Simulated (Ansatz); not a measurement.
**C2H8B2F2: up Jacob's ladder to CCSD(T)**

How much do the methods differ for C2H8B2F2? The plan is to run it at one geometry with functionals of several rungs and with coupled cluster, and see how far each lands from CCSD(T) at the basis-set limit for the atomisation energy.

Computed with Ansatz 0.2.0, Gaussian basis. Level: functionals in def2-TZVPP, the program's frozen cores in correlated methods.

Plan: LDA (SPW92), PBE-D4, revPBE-D4, BLYP-D4, r2SCAN-D4, B97M-V, PBE0-D4, B3LYP-D4, r2SCANh-D4, r2SCAN0-D4, HSE06-D4, BHLYP-D4, CAM-B3LYP-D4, LC-ωPBE, ωB97X-V, ωB97M-V, B2PLYP, PBE-QIDH; CCSD(T)/def2-SVP; CCSD(T)/def2-TZVPP; MP2/def2-QZVPP; extrapolation to the limit; RPA on PBE.

## (1) The relaxed structure

An earlier PBE0-D4 in a triple-zeta def2 set relaxation fixed the geometry.

SMILES `C[B@H-]1[F+][B@@H-](C)[F+]1`, 14 atoms, charge 0, spin multiplicity 1.

Atoms are counted from 1 here; the program's logs count them from 0.

Bond lengths: C1–B2 1.558 Å, C1–H7 1.094 Å, C1–H8 1.094 Å, C1–H9 1.093 Å, B2–F3 1.552 Å, B2–F6 1.552 Å, B2–H10 1.194 Å, F3–B4 1.552 Å, B4–C5 1.558 Å, B4–F6 1.552 Å, B4–H11 1.194 Å, C5–H12 1.093 Å, C5–H13 1.094 Å, C5–H14 1.094 Å. Angles: B2–C1–H7 110.2°, B2–C1–H8 110.3°, B2–C1–H9 113.1°, H7–C1–H8 106.7°, H7–C1–H9 108.2°, H8–C1–H9 108.2°, C1–B2–F3 112.1°, C1–B2–F6 112.1°, C1–B2–H10 123.1°, F3–B2–F6 87.4°, F3–B2–H10 108.1°, F6–B2–H10 108.2°, B2–F3–B4 92.3°, F3–B4–C5 112.1°, F3–B4–F6 87.4°, F3–B4–H11 108.2°, C5–B4–F6 112.1°, C5–B4–H11 123.1° and more.

Geometry (Å):

```mol
C2H8B2F2
  3D, bonds by distance, orders not assigned

 14 14  0  0  0  0  0  0  0  0999 V2000
   -1.4904    1.3354   -0.6257 C   0  0
   -0.8279    0.7880    0.6739 B   0  0
    0.7219    0.8202    0.5979 F   0  0
    0.8249   -0.7209    0.7486 B   0  0
    1.4928   -1.3880   -0.4909 C   0  0
   -0.7246   -0.7605    0.6694 F   0  0
   -2.5643    1.1271   -0.6198 H   0  0
   -1.3808    2.4225   -0.6777 H   0  0
   -1.0651    0.9060   -1.5366 H   0  0
   -1.1539    1.1360    1.7688 H   0  0
    1.1462   -0.9642    1.8727 H   0  0
    1.0714   -1.0465   -1.4399 H   0  0
    1.3832   -2.4753   -0.4407 H   0  0
    2.5666   -1.1799   -0.5000 H   0  0
  1  2  8  0
  2  3  8  0
  3  4  8  0
  4  5  8  0
  4  6  8  0
  1  7  8  0
  1  8  8  0
  1  9  8  0
  2 10  8  0
  4 11  8  0
  5 12  8  0
  5 13  8  0
  5 14  8  0
  2  6  8  0
M  END
```

## (2) LDA

This LDA is Slater exchange with PW92 correlation.

in.yaml

```yaml
crystal:
  periodic: [false, false, false]
  atoms:
    - {symbol: C, position_ang: [-1.490381, 1.335354, -0.625704]}
    - {symbol: B, position_ang: [-0.827926, 0.787973, 0.673869]}
    - {symbol: F, position_ang: [0.721877, 0.820248, 0.597910]}
    - {symbol: B, position_ang: [0.824887, -0.720880, 0.748572]}
    - {symbol: C, position_ang: [1.492760, -1.388035, -0.490870]}
    - {symbol: F, position_ang: [-0.724585, -0.760478, 0.669418]}
    - {symbol: H, position_ang: [-2.564260, 1.127112, -0.619758]}
    - {symbol: H, position_ang: [-1.380793, 2.422494, -0.677710]}
    - {symbol: H, position_ang: [-1.065114, 0.906022, -1.536563]}
    - {symbol: H, position_ang: [-1.153909, 1.135961, 1.768757]}
    - {symbol: H, position_ang: [1.146171, -0.964156, 1.872732]}
    - {symbol: H, position_ang: [1.071415, -1.046491, -1.439900]}
    - {symbol: H, position_ang: [1.383244, -2.475269, -0.440735]}
    - {symbol: H, position_ang: [2.566633, -1.179877, -0.500018]}
basis:
  gaussian: {orbitals: def2-TZVPP}
hamiltonian: {xc: lda}
output: {orbitals: {seedname: orbitals}}
```

On the command line:

```console
$ ansatz run in.yaml --threads 2 --pin off --events-out ev --progress --plain --max-ram 22528MiB --backend cuda --devices 0, --max-vram 18GiB
```

Further steps of the session: PBE-D4 (GGA); revPBE-D4 (GGA); BLYP-D4 (GGA); r2SCAN-D4 (meta-GGA); B97M-V (meta-GGA); PBE0-D4 (hybrid); B3LYP-D4 (hybrid); r2SCANh-D4 (hybrid); r2SCAN0-D4 (hybrid); HSE06-D4 (hybrid); BHLYP-D4 (hybrid); CAM-B3LYP-D4 (range-separated); LC-ωPBE (range-separated); ωB97X-V (range-separated); ωB97M-V (range-separated); B2PLYP (double hybrid); PBE-QIDH (double hybrid); CCSD(T) in def2-SVP; CCSD(T) in def2-TZVPP; MP2 in def2-QZVPP; RPA on PBE orbitals.

**Question.** What will the summary of the whole plan be? Wanted: atomisation energy, CCSD(T)/CBS; farthest beyond LDA; mean size of error, GGA; mean size of error, meta-GGA; mean size of error, hybrid; mean size of error, range-separated; mean size of error, double hybrid; gap, smallest and largest; T1 diagnostic.

As calculated:

```
                               quantity                                                                                   value
        atomisation energy, CCSD(T)/CBS                                                                         1299.4 kcal/mol
functionals within 6.5 kcal/mol (0.5 %)  BLYP-D4, PBE0-D4, B3LYP-D4, r2SCANh-D4, r2SCAN0-D4, LC-ωPBE, ωB97X-V, B2PLYP, PBE-QIDH
                    farthest beyond LDA                                                               BHLYP-D4 (-24.8 kcal/mol)
                mean size of error, GGA                                                                           11.5 kcal/mol
           mean size of error, meta-GGA                                                                            9.6 kcal/mol
             mean size of error, hybrid                                                                            8.4 kcal/mol
    mean size of error, range-separated                                                                            8.1 kcal/mol
      mean size of error, double hybrid                                                                            3.4 kcal/mol
              gap, smallest and largest                                               6.78 eV (LDA (SPW92)), 14.60 eV (LC-ωPBE)
                          T1 diagnostic                                                                                  0.0106
triples share of the correlation energy                                                                                   3.2 %
```

In words: LDA overbinds by 180.6 kcal/mol (14 %). PBE-D4 is off by +23.2 kcal/mol. Double hybrids carry the basis error of their MP2 part in triple zeta, and no dispersion term here, so their miss is partly the set-up's. Taken by rung, double hybrid functionals do best (3.4 kcal/mol on average) and GGA ones worst beyond LDA (11.5 kcal/mol). Misses under about 6.5 kcal/mol are within the doubt on the reference itself, which lacks core-valence correlation, relativity and higher excitations. Hartree-Fock recovers 77 % of the binding; the rest is correlation. CCSD(T) in def2-SVP is off by -45.8 kcal/mol, so the small basis spoils what the method gains. Orbital gaps span 6.8 to 14.6 eV; exact exchange widens them.
